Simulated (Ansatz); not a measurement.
# AlCl₂H₃OSi: single points with varied inputs

Aim: run AlCl₂H₃OSi under a spread of inputs, and see what each costs and gives.

Program: Ansatz 0.2.0, Gaussian basis. Level of theory: the settings change from run to run. These are calculated values, not measurements.

### Step 1. The molecule

The geometry comes from an earlier relaxation with PBE0-D4 in a triple-zeta def2 set; it is a stationary point, not always the lowest conformer.

SMILES `[OH][Al]([Cl])[SiH2]Cl`, 8 atoms, charge 0, spin multiplicity 1.

Atoms are counted from 1 here; the program's logs count them from 0.

Bond lengths: O1–Al2 1.685 Å, O1–H6 0.956 Å, Al2–Cl3 2.095 Å, Al2–Si4 2.440 Å, Si4–Cl5 2.066 Å, Si4–H7 1.486 Å, Si4–H8 1.486 Å. Angles: Al2–O1–H6 125.2°, O1–Al2–Cl3 120.5°, O1–Al2–Si4 117.7°, Cl3–Al2–Si4 121.8°, Al2–Si4–Cl5 109.2°, Al2–Si4–H7 112.2°, Al2–Si4–H8 112.2°, Cl5–Si4–H7 107.6°, Cl5–Si4–H8 107.6°, H7–Si4–H8 107.9°.

As a file:

```tsv
atom	x (Å)	y (Å)	z (Å)
O1	-1.3946	1.0286	1.4314
Al2	0.0995	0.5568	0.8101
Cl3	1.8774	1.1553	1.7438
Si4	0.1049	-0.8339	-1.1945
Cl5	2.0575	-1.2454	-1.7293
H6	-1.5217	1.5709	2.2087
H7	-0.5448	-0.1575	-2.3477
H8	-0.5862	-2.1320	-0.9783
```

### Step 2. wB97X-V/def2-mTZVPP

Options: charge -1, multiplicity 2, atoms shaken by 0.03 Å.

Input file in.yaml:

```yaml
crystal:
  periodic: [false, false, false]
  atoms:
    - {symbol: O, position_ang: [-1.372818, 0.996590, 1.422272]}
    - {symbol: Al, position_ang: [0.138432, 0.550269, 0.854363]}
    - {symbol: Cl, position_ang: [1.873971, 1.137831, 1.731573]}
    - {symbol: Si, position_ang: [0.071393, -0.810123, -1.159844]}
    - {symbol: Cl, position_ang: [2.068481, -1.277695, -1.696933]}
    - {symbol: H, position_ang: [-1.524454, 1.501202, 2.160498]}
    - {symbol: H, position_ang: [-0.547385, -0.165560, -2.351913]}
    - {symbol: H, position_ang: [-0.588292, -2.142202, -0.902311]}
basis:
  gaussian: {orbitals: def2-mTZVPP}
total_charge: -1
magnetization: {spin_polarized: true, initial_magnetization: 1}
hamiltonian: {xc: {name: wB97X-V}}
```

Launch:

```sh
$ ansatz run in.yaml --threads 4 --pin off --events-out ev --progress --plain --max-ram 10444MiB
```

Standard output:

```text
Functional definition: wB97X-V
  name "wB97X-V"
  cite "Mardirossian & Head-Gordon, Phys. Chem. Chem. Phys. 16, 9904 (2014) doi:10.1039/C3CP54374A"
  cite "Becke, J. Chem. Phys. 107, 8554 (1997) doi:10.1063/1.475007"
  cite "Vydrov & Van Voorhis, J. Chem. Phys. 133, 244103 (2010) doi:10.1063/1.3521275"
  parameter omega = 0.3/bohr
  parameter cx = 0.167
  parameter cx1 = 0.603
  parameter cx2 = 1.194
  parameter css0 = 0.556
  parameter css1 = -0.257
  parameter cos0 = 1.219
  parameter cos1 = -1.850
  parameter b = 6.0
  parameter c = 0.01
  exchange = spin_sum(e_x_unif_sr(omega)*poly(b97_u_x, 1 - cx, cx1, cx2)) + cx*exact_x_sr(omega) + exact_x_lr(omega)
  correlation = spin_sum(e_c_pw_same_spin*poly(b97_u_same, css0, css1))
      + integral(e_c_pw_opposite_spin*poly(b97_u_opposite, cos0, cos1)) + vv10(b, c)
1290 factors; integrals over basis functions are off by at most 5.7e-4 eV
369 factors; integrals over basis functions are off by at most 1.0e-5 eV
mean field evaluation 1: about -41611.5852 eV, gradient 2.5e1 eV
mean field evaluation 2: about -41611.2028 eV, gradient 3.1e1 eV
mean field evaluation 4: about -41614.2719 eV, gradient 1.1e0 eV
mean field evaluation 8: about -41614.1610 eV, gradient 9.3e-1 eV
mean field evaluation 16: about -41614.9917 eV, gradient 2.1e-5 eV
mean field -41614.99172868 eV, -1529.3227383746 hartree, gradient 2.1e-5 eV, S^2 0.754510; 4 other end points of the search recorded, 0 dependent functions left out
reference -41614.99172829 eV, -1529.3227383602 hartree; 37, 36 occupied and 105, 106 virtual orbitals, 1290 factors
Total energy: -41614.99172829 eV, -1529.3227383602 hartree
```

It took 9.5 s on 4 threads, shared host; peak memory 0.74 GiB.

⟨S²⟩ 0.755.

### Step 3. r2SCAN/aug-cc-pVDZ

Set apart from the defaults: unrestricted orbitals, atoms shaken by 0.03 Å, density fitting with cc-pVTZ-jkfit, the search for lower states set to off.

Input file in.yaml:

```yaml
crystal:
  periodic: [false, false, false]
  atoms:
    - {symbol: O, position_ang: [-1.397062, 1.053238, 1.422970]}
    - {symbol: Al, position_ang: [0.062609, 0.603235, 0.754156]}
    - {symbol: Cl, position_ang: [1.837795, 1.068142, 1.782714]}
    - {symbol: Si, position_ang: [0.149550, -0.829387, -1.257665]}
    - {symbol: Cl, position_ang: [2.040375, -1.215414, -1.717414]}
    - {symbol: H, position_ang: [-1.549358, 1.578716, 2.166317]}
    - {symbol: H, position_ang: [-0.515752, -0.216133, -2.352878]}
    - {symbol: H, position_ang: [-0.616609, -2.153288, -1.000465]}
basis:
  gaussian: {orbitals: aug-cc-pVDZ, fitting: {mean_field: cc-pVTZ-jkfit}}
magnetization: {spin_polarized: true, initial_magnetization: 0}
hamiltonian: {xc: {name: r2SCAN}}
scf: {lower_state_search: off}
```

Same command.

Standard output, cut to the lines that bear on the results:

```text
Functional definition: r2SCAN
  name "r2SCAN"
  cite "Furness, Kaplan, Ning, Perdew & Sun, J. Phys. Chem. Lett. 11, 8208 (2020) doi:10.1021/acs.jpclett.0c02405"
  cite "Furness, Kaplan, Ning, Perdew & Sun, J. Phys. Chem. Lett. 11, 9248 (2020) doi:10.1021/acs.jpclett.0c03077"
  parent r2scan
[...]
653 factors; integrals over basis functions are off by at most 3.2e-1 eV
[...]
mean field -41616.78626208 eV, -1529.3886862606 hartree, gradient 2.8e-6 eV, S^2 0.000000; 0 other end points of the search recorded, 0 dependent functions left out
reference -41616.78629935 eV, -1529.3886876301 hartree; 36, 36 occupied and 122, 122 virtual orbitals, 653 factors
Total energy: -41616.78629935 eV, -1529.3886876301 hartree
Checks for a lower state left out: stability, starts, cluster_reference, orbital_swaps, neighbouring_geometries, increment
```

It took 2.5 s on 4 threads, shared host.

⟨S²⟩ 0.000.

### Step 4. LC-wPBE/pcseg-2

Set apart from the defaults: multiplicity 3, restricted open-shell orbitals, a grid of angular degree 23.

Input file in.yaml:

```yaml
crystal:
  periodic: [false, false, false]
  atoms:
    - {symbol: O, position_ang: [-1.394577, 1.028553, 1.431371]}
    - {symbol: Al, position_ang: [0.099496, 0.556791, 0.810075]}
    - {symbol: Cl, position_ang: [1.877369, 1.155284, 1.743822]}
    - {symbol: Si, position_ang: [0.104938, -0.833858, -1.194481]}
    - {symbol: Cl, position_ang: [2.057519, -1.245417, -1.729288]}
    - {symbol: H, position_ang: [-1.521675, 1.570943, 2.208746]}
    - {symbol: H, position_ang: [-0.544784, -0.157487, -2.347702]}
    - {symbol: H, position_ang: [-0.586187, -2.132009, -0.978341]}
basis:
  gaussian: {orbitals: pcseg-2, final_grid: {core_spheres: 8, valence_spheres: 7, degree: 23}}
magnetization: {spin_polarized: false, initial_magnetization: 2}
hamiltonian: {xc: {name: LC-wPBE}}
output: {forces: true}
```

Same command.

Standard output, cut to the lines that bear on the results:

```text
Functional definition: LC-wPBE
  name "LC-wPBE"
  cite "Vydrov & Scuseria, J. Chem. Phys. 125, 234109 (2006) doi:10.1063/1.2409292"
  cite "Heyd & Scuseria, J. Chem. Phys. 120, 7274 (2004) doi:10.1063/1.1668634"
  cite "Ernzerhof & Perdew, J. Chem. Phys. 109, 3313 (1998) doi:10.1063/1.476928"
  cite "Perdew, Burke & Ernzerhof, Phys. Rev. Lett. 77, 3865 (1996) doi:10.1103/PhysRevLett.77.3865"
  parent pbe
[...]
1368 factors; their error is unknown
345 factors; integrals over basis functions are off by at most 2.4e-4 eV
[...]
mean field -41605.99529356 eV, -1528.9921254819 hartree, gradient 2.0e-5 eV, S^2 2.000000; 4 other end points of the search recorded, 0 dependent functions left out
[...]
reference -41605.99529358 eV, -1528.9921254824 hartree; 37, 35 occupied and 171, 173 virtual orbitals, 1368 factors
Total energy: -41605.99529358 eV, -1528.9921254824 hartree
Atom 0 at    -1.394577     1.028553     1.431371 Å, force    -0.290401    -0.051065    -0.083351 eV/Å
Atom 1 at     0.099496     0.556791     0.810075 Å, force     0.470891     0.580325     0.838880 eV/Å
Atom 2 at     1.877369     1.155284     1.743822 Å, force    -0.009748    -0.188316    -0.267556 eV/Å
Atom 3 at     0.104938    -0.833858    -1.194481 Å, force     0.751216    -0.691071    -0.976561 eV/Å
Atom 4 at     2.057519    -1.245417    -1.729288 Å, force    -1.023246     0.360007     0.495505 eV/Å
Atom 5 at    -1.521675     1.570943     2.208746 Å, force     0.031370    -0.117251    -0.168337 eV/Å
Atom 6 at    -0.544784    -0.157487    -2.347702 Å, force     0.032243     0.120114     0.041622 eV/Å
Atom 7 at    -0.586187    -2.132009    -0.978341 Å, force     0.037675    -0.012742     0.119798 eV/Å
Dipole moment:    -0.332510    -0.189908    -0.283541 e Å
```

It took 6 s on 4 threads, shared host; peak memory 0.49 GiB.

Largest force 1.413 eV/Å, dipole 2.29 D.

### Step 5. wPBEh/6-31G*

This run has the search for lower states set to full.

Changes to in.yaml since step 4:

```diff
@@ -12,5 +12,4 @@
 basis:
-  gaussian: {orbitals: pcseg-2, final_grid: {core_spheres: 8, valence_spheres: 7, degree: 23}}
-magnetization: {spin_polarized: false, initial_magnetization: 2}
-hamiltonian: {xc: {name: LC-wPBE}}
-output: {forces: true}
+  gaussian: {orbitals: "6-31G*"}
+hamiltonian: {xc: {name: wPBEh}}
+scf: {lower_state_search: full}
```

Launched as before.

Standard output, cut to the lines that bear on the results:

```text
Functional definition: wPBEh
  name "wPBEh"
  cite "Heyd, Scuseria & Ernzerhof, J. Chem. Phys. 118, 8207 (2003) doi:10.1063/1.1564060"
  cite "Krukau, Vydrov, Izmaylov & Scuseria, J. Chem. Phys. 125, 224106 (2006) doi:10.1063/1.2404663"
  cite "Heyd & Scuseria, J. Chem. Phys. 120, 7274 (2004) doi:10.1063/1.1668634"
  cite "Ernzerhof & Perdew, J. Chem. Phys. 109, 3313 (1998) doi:10.1063/1.476928"
  cite "Perdew, Burke & Ernzerhof, Phys. Rev. Lett. 77, 3865 (1996) doi:10.1103/PhysRevLett.77.3865"
  parent pbe
[...]
879 factors; integrals over basis functions are off by at most 7.9e-4 eV
111 factors; integrals over basis functions are off by at most 3.7e-7 eV
[...]
mean field -41603.67420766 eV, -1528.9068271481 hartree, gradient 3.7e-5 eV, S^2 0.000000; 0 other end points of the search recorded, 0 dependent functions left out
reference -41603.67425286 eV, -1528.9068288094 hartree; 36, 36 occupied and 61, 61 virtual orbitals, 879 factors
Total energy: -41603.67425286 eV, -1528.9068288094 hartree
```

It took 1.1 s on 4 threads, shared host.

### Step 6. RPBE/6-31G*

Set apart from the defaults: D4 dispersion.

Changes to in.yaml since step 5:

```diff
@@ -13,3 +13,3 @@
   gaussian: {orbitals: "6-31G*"}
-hamiltonian: {xc: {name: wPBEh}}
-scf: {lower_state_search: full}
+hamiltonian: {xc: {name: RPBE}, dispersion: d4}
+output: {forces: true}
```

The command is unchanged.

Standard output, cut to the lines that bear on the results:

```text
Functional definition: RPBE
  name "RPBE"
  cite "Hammer, Hansen & Nørskov, Phys. Rev. B 59, 7413 (1999) doi:10.1103/PhysRevB.59.7413"
  cite "Perdew, Burke & Ernzerhof, Phys. Rev. Lett. 77, 3865 (1996) doi:10.1103/PhysRevLett.77.3865"
[...]
1131 factors; their error is unknown
[...]
mean field -41614.24061813 eV, -1529.2951355709 hartree, gradient 2.0e-5 eV, S^2 0.000000; 0 other end points of the search recorded, 0 dependent functions left out
[...]
reference -41614.24066403 eV, -1529.2951372578 hartree; 36, 36 occupied and 61, 61 virtual orbitals, 1131 factors
Total energy: -41614.87581340 eV, -1529.3184785665 hartree
Atom 0 at    -1.394577     1.028553     1.431371 Å, force    -0.875183    -0.223664    -0.357424 eV/Å
Atom 1 at     0.099496     0.556791     0.810075 Å, force     0.461372    -0.355163    -0.493257 eV/Å
Atom 2 at     1.877369     1.155284     1.743822 Å, force     0.486089     0.151343     0.237394 eV/Å
Atom 3 at     0.104938    -0.833858    -1.194481 Å, force    -0.249466     0.170879     0.237411 eV/Å
Atom 4 at     2.057519    -1.245417    -1.729288 Å, force     0.560273    -0.121264    -0.157389 eV/Å
Atom 5 at    -1.521675     1.570943     2.208746 Å, force    -0.083603     0.497577     0.714454 eV/Å
Atom 6 at    -0.544784    -0.157487    -2.347702 Å, force    -0.146215     0.116831    -0.213162 eV/Å
Atom 7 at    -0.586187    -2.132009    -0.978341 Å, force    -0.153268    -0.236538     0.031974 eV/Å
Dipole moment:    -0.477549     0.152257     0.203454 e Å
```

Run time: 0.8 s. Hardware: 4 threads, shared host.

Largest force 0.971 eV/Å, dipole 2.60 D.

### Step 7. RPBE/def2-mTZVP

Set apart from the defaults: D4 dispersion, high accuracy, the search for lower states set to full.

Changes to in.yaml since step 6:

```diff
@@ -12,4 +12,6 @@
 basis:
-  gaussian: {orbitals: "6-31G*"}
+  gaussian: {orbitals: def2-mTZVP}
 hamiltonian: {xc: {name: RPBE}, dispersion: d4}
+accuracy: high
+scf: {lower_state_search: full}
 output: {forces: true}
```

Same command.

Standard output, cut to the lines that bear on the results:

```text
Functional definition: RPBE
  name "RPBE"
  cite "Hammer, Hansen & Nørskov, Phys. Rev. B 59, 7413 (1999) doi:10.1103/PhysRevB.59.7413"
  cite "Perdew, Burke & Ernzerhof, Phys. Rev. Lett. 77, 3865 (1996) doi:10.1103/PhysRevLett.77.3865"
[...]
2300 factors; integrals over basis functions are off by at most 3.8e-8 eV
[...]
mean field -41617.77623183 eV, -1529.4250669778 hartree, gradient 6.6e-9 eV, S^2 0.000000; 0 other end points of the search recorded, 0 dependent functions left out
[...]
reference -41617.77623608 eV, -1529.4250671341 hartree; 36, 36 occupied and 85, 85 virtual orbitals, 2300 factors
Total energy: -41618.41138545 eV, -1529.4484084427 hartree
Atom 0 at    -1.394577     1.028553     1.431371 Å, force    -0.640582    -0.222836    -0.347086 eV/Å
Atom 1 at     0.099496     0.556791     0.810075 Å, force     0.300970    -0.267453    -0.372907 eV/Å
Atom 2 at     1.877369     1.155284     1.743822 Å, force     0.425786     0.129906     0.204033 eV/Å
Atom 3 at     0.104938    -0.833858    -1.194481 Å, force    -0.301405     0.140526     0.191957 eV/Å
Atom 4 at     2.057519    -1.245417    -1.729288 Å, force     0.577357    -0.120509    -0.155763 eV/Å
Atom 5 at    -1.521675     1.570943     2.208746 Å, force    -0.093700     0.428555     0.614550 eV/Å
Atom 6 at    -0.544784    -0.157487    -2.347702 Å, force    -0.131337     0.102520    -0.169095 eV/Å
Atom 7 at    -0.586187    -2.132009    -0.978341 Å, force    -0.137089    -0.190710     0.034311 eV/Å
Dipole moment:    -0.429811     0.133411     0.177933 e Å
```

Wall time 3.1 s (4 threads, shared host); peak memory 0.35 GiB.

Largest force 0.762 eV/Å, dipole 2.32 D.

### Step 8. CCSD(T)/cc-pVTZ

Changes to in.yaml since step 7:

```diff
@@ -12,6 +12,4 @@
 basis:
-  gaussian: {orbitals: def2-mTZVP}
-hamiltonian: {xc: {name: RPBE}, dispersion: d4}
-accuracy: high
-scf: {lower_state_search: full}
-output: {forces: true}
+  gaussian: {orbitals: cc-pVTZ}
+hamiltonian: {xc: {name: HF}}
+correlation: {method: ccsd_t}
```

Same command.

Standard output, cut to the lines that bear on the results:

```text
Functional definition: HF
  name "HF"
  cite "Fock, Z. Phys. 61, 126 (1930) doi:10.1007/BF01340294"
  parent pbe
[...]
1238 factors; integrals over basis functions are off by at most 8.1e-4 eV
[...]
mean field -41544.92882261 eV, -1526.7479740666 hartree, gradient 1.9e-6 eV, S^2 0.000000; 0 other end points of the search recorded, 0 dependent functions left out
21 core orbitals not correlated: weight in the atoms' cores, before any rotation towards them, 1.000 or more for the frozen orbitals, at most 0.000 for the correlated occupied ones
reference -41544.92882261 eV, -1526.7479740666 hartree; 15, 15 occupied and 172, 172 virtual orbitals, 1238 factors
second order -21.92000567 eV of doubles, -0.00000000 eV of singles
cycle   1  -22.77836663 eV  change   -8.6e-1 eV  update   9.7e-2
[...]
cycle   9  -23.37370099 eV  change   -2.8e-5 eV  update   2.1e-5
perturbative correction -0.90874617 eV, -0.0333958059 hartree
Total energy: -41569.21126977 eV, -1527.6403375407 hartree
```

It took 36 s on 4 threads, shared host; peak memory 2.5 GiB.

T1 0.011.

### Step 9. SVWN5/x2c-TZVPPall

Changes to in.yaml since step 8:

```diff
@@ -12,4 +12,3 @@
 basis:
-  gaussian: {orbitals: cc-pVTZ}
-hamiltonian: {xc: {name: HF}}
-correlation: {method: ccsd_t}
+  gaussian: {orbitals: x2c-TZVPPall}
+hamiltonian: {xc: {name: SVWN5}}
```

Launched as before.

Standard output:

```text
Functional definition: SVWN5
  name "SVWN5"
  cite "Dirac, Proc. Camb. Phil. Soc. 26, 376 (1930) doi:10.1017/S0305004100016108"
  cite "Slater, Phys. Rev. 81, 385 (1951) doi:10.1103/PhysRev.81.385"
  cite "Vosko, Wilk & Nusair, Can. J. Phys. 58, 1200 (1980) doi:10.1139/p80-159"
  exchange = slater_x
  correlation = vwn5_c
1491 factors; their error is unknown
mean field evaluation 1: about -41564.8585 eV, gradient 7.0e1 eV
mean field evaluation 2: about -41482.0073 eV, gradient 1.8e2 eV
mean field evaluation 4: about -41572.7670 eV, gradient 1.7e1 eV
mean field evaluation 8: about -41573.3520 eV, gradient 1.5e-1 eV
mean field evaluation 16: about -41573.3281 eV, gradient 1.5e-4 eV
mean field -41573.32810697 eV, -1527.7916285172 hartree, gradient 6.4e-5 eV, S^2 0.000000; 0 other end points of the search recorded, 0 dependent functions left out
reference -41573.32814990 eV, -1527.7916300949 hartree; 36, 36 occupied and 205, 205 virtual orbitals, 1491 factors
Total energy: -41573.32814990 eV, -1527.7916300949 hartree
Relativity: scalar
```

Run time: 1.1 s. Hardware: 4 threads, shared host; peak memory 0.35 GiB.

### Step 10. revPBE0/6-31G*

This run has charge -1, multiplicity 2, atoms shaken by 0.08 Å, density fitting with def2-universal-jkfit, D3(BJ) dispersion, high accuracy.

Input file in.yaml:

```yaml
crystal:
  periodic: [false, false, false]
  atoms:
    - {symbol: O, position_ang: [-1.323738, 1.089205, 1.426166]}
    - {symbol: Al, position_ang: [-0.069382, 0.583123, 0.743373]}
    - {symbol: Cl, position_ang: [1.812486, 1.173287, 1.650975]}
    - {symbol: Si, position_ang: [0.133001, -0.860171, -1.186713]}
    - {symbol: Cl, position_ang: [2.176269, -1.331014, -1.694134]}
    - {symbol: H, position_ang: [-1.438336, 1.509755, 2.162996]}
    - {symbol: H, position_ang: [-0.639075, -0.049055, -2.369810]}
    - {symbol: H, position_ang: [-0.630588, -2.146537, -0.889776]}
basis:
  gaussian: {orbitals: "6-31G*", fitting: {mean_field: def2-universal-jkfit}}
total_charge: -1
magnetization: {spin_polarized: true, initial_magnetization: 1}
hamiltonian: {xc: {name: revPBE0}, dispersion: d3bj}
accuracy: high
```

Launched as before.

Standard output, cut to the lines that bear on the results:

```text
Functional definition: revPBE0
  name "revPBE0"
  cite "Zhang & Yang, Phys. Rev. Lett. 80, 890 (1998) doi:10.1103/PhysRevLett.80.890"
  cite "Adamo & Barone, J. Chem. Phys. 110, 6158 (1999) doi:10.1063/1.478522"
  cite "Perdew, Burke & Ernzerhof, Phys. Rev. Lett. 77, 3865 (1996) doi:10.1103/PhysRevLett.77.3865"
[...]
643 factors; integrals over basis functions are off by at most 9.7e-2 eV
[...]
mean field -41608.86623680 eV, -1529.0976306999 hartree, gradient 6.3e-8 eV, S^2 0.753343; 5 other end points of the search recorded, 0 dependent functions left out
reference -41608.86624100 eV, -1529.0976308544 hartree; 37, 36 occupied and 60, 61 virtual orbitals, 643 factors
Total energy: -41609.30002975 eV, -1529.1135722966 hartree
```

It took 10 s on 4 threads, shared host; peak memory 0.41 GiB.

⟨S²⟩ 0.753.

### Step 11. The runs in one table

```tsv
level	charge	multiplicity	geometry	functions	energy (eV)	time
wB97X-V/def2-mTZVPP	-1	2	shaken	142	-41614.992	9.5 s
r2SCAN/aug-cc-pVDZ	0	1	shaken	158	-41616.786	2.5 s
LC-wPBE/pcseg-2	0	3	relaxed	208	-41605.995	6 s
wPBEh/6-31G*	0	1	relaxed	97	-41603.674	1.1 s
RPBE/6-31G*	0	1	relaxed	97	-41614.876	0.8 s
RPBE/def2-mTZVP	0	1	relaxed	121	-41618.411	3.1 s
CCSD(T)/cc-pVTZ	0	1	relaxed	208	-41569.211	36 s
SVWN5/x2c-TZVPPall	0	1	relaxed	241	-41573.328	1.1 s
revPBE0/6-31G*	-1	2	shaken	97	-41609.300	10 s
```

### Step 12. Results

```
                                         quantity                  value
                                             runs                      9
                                         quickest     RPBE/6-31G*, 0.8 s
                                          slowest  CCSD(T)/cc-pVTZ, 36 s
spread of total energies, same state and geometry                49.2 eV
                  dipole, same state and geometry         2.32 to 2.60 D
```

What this shows: Run time spans a factor of 44, from RPBE/6-31G* to CCSD(T)/cc-pVTZ. The jobs differ in tasks and options as well as level. Total energies at one charge and spin differ by 49 eV between levels, so only differences within one level mean anything. Some of these runs are scalar-relativistic and others not, which shifts the totals of all-electron atoms past neon by eV; core potentials, where a basis has them, take the core out of the total altogether. At the PBE0-D4/def2-TZVP geometry and in the same state, runs without warnings or point charges leave forces up to 0.97 eV/Å (RPBE/6-31G*).
